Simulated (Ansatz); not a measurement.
**CH3Br (triplet): wave-function methods side by side at distance Br1–H2 along a hydrogen transfer = 1.677 Å, cc-pVDZ**

How much of the correlation energy of CH3Br (triplet) does each wave-function method recover here?

Computed with Ansatz 0.2.0, Gaussian basis. Level: cc-pVDZ, core rule «outside noble gas», up to 15 orbitals frozen.

To be run: UHF; CCSD(T) on ROHF; CCSD(T) on UHF; BCCD(T) on ROHF; CISD; CCSDT(Q) on ROHF; CCSDT(Q) on UHF; CASSCF and MRCISD+Q, 4 electrons in 4 orbitals; CASSCF and NEVPT2, 4 electrons in 4 orbitals; CASSCF and MRCISD+Q, 14 electrons in 11 orbitals; CASSCF and NEVPT2, 14 electrons in 11 orbitals.

8 further runs of the same task are left out: 2 for a mislabelled method, 5 that didn't finish, 1 set aside as unsound or not needed.

## (1) The geometry

The geometry derives from fragments relaxed apart (PBE0/def2-TZVP) and kept rigid, so it is no stationary point. A hydrogen atom is moved between rigid fragments. No spin-orbit coupling is included. The filled d shell of Br may be among the frozen orbitals whatever the setting's name suggests; the logs give the count.

5 atoms, charge 0, spin multiplicity 3.

Atoms are counted from 1 here; the program's logs count them from 0.

Bond lengths: Br1–H2 1.677 Å, H2–C3 1.192 Å, C3–H4 1.079 Å, C3–H5 1.079 Å. Angles: Br1–H2–C3 180.0°, H2–C3–H4 112.6°, H2–C3–H5 112.6°, H4–C3–H5 134.8°.

## (2) UHF

File in.yaml:

```yaml
crystal:
  periodic: [false, false, false]
  atoms:
    - {symbol: Br, position_ang: [-0.450482, 0.000000, 0.000000]}
    - {symbol: H, position_ang: [1.226518, 0.000000, 0.000000]}
    - {symbol: C, position_ang: [2.418518, 0.000000, 0.000000]}
    - {symbol: H, position_ang: [2.832986, 0.000000, 0.996161]}
    - {symbol: H, position_ang: [2.832986, 0.000000, -0.996161]}
basis:
  gaussian: {orbitals: cc-pVDZ}
magnetization: {spin_polarized: true, initial_magnetization: 2}
hamiltonian: {xc: hf}
output: {orbitals: {seedname: orbitals}}
```

Launch:

```sh
ansatz run in.yaml --threads 1 --pin off --events-out ev --progress --plain --max-ram 2393MiB
```

After this run come: CCSD(T) on ROHF; CCSD(T) on UHF; BCCD(T) on ROHF; CISD; CCSDT(Q) on ROHF; CCSDT(Q) on UHF; CASSCF and MRCISD+Q, 4 electrons in 4 orbitals; CASSCF and NEVPT2, 4 electrons in 4 orbitals; CASSCF and MRCISD+Q, 14 electrons in 11 orbitals; CASSCF and NEVPT2, 14 electrons in 11 orbitals.

**Question.** What will the summary of the whole plan be? Wanted: UCCSDT(Q) below the RHF energy; RMP2 from UCCSDT(Q); UMP2 from UCCSDT(Q); RCCSD from UCCSDT(Q); RCCSD(T) from UCCSDT(Q); UCCSD(T) from UCCSDT(Q); RCCSDT(Q) from UCCSDT(Q); NEVPT2 pair from UCCSDT(Q); MRCISD+Q pair from UCCSDT(Q).

**Answer**, as computed:

```
                         quantity                                                                     value
   UCCSDT(Q) below the RHF energy                                                                -7.8192 eV
              RMP2 from UCCSDT(Q)                                                               +1077.4 meV
              UMP2 from UCCSDT(Q)                                                               +1135.5 meV
             RCCSD from UCCSDT(Q)                                                                +175.3 meV
          RCCSD(T) from UCCSDT(Q)                                                                 +30.6 meV
          UCCSD(T) from UCCSDT(Q)                                                                 +29.8 meV
         RCCSDT(Q) from UCCSDT(Q)                                                                  +1.9 meV
       NEVPT2 pair from UCCSDT(Q)                                                               +1100.4 meV
     MRCISD+Q pair from UCCSDT(Q)                                                                 +58.4 meV
    NEVPT2 valence from UCCSDT(Q)                                                               +1342.6 meV
levels within 1 kcal/mol (43 meV)  RCCSD(T), UCCSD(T), BCCD(T), RCCSDT, UCCSDT, RCCSDT(Q), MRCISD+Q valence
                    T1 diagnostic                                                                     0.019
   effectively unpaired electrons                                                                      2.01
```

**Reading.** RCCSD(T) lands +30.6 meV from the yardstick (0.4 % of the correlation energy). One determinant dominates. Of the multireference levels listed MRCISD+Q valence comes nearest in total energy (+30.5 meV), which doesn't show that its space is the better one. These misses are within one basis, not against nature; the frozen cores of restricted and unrestricted runs differ, which can shift their rows.
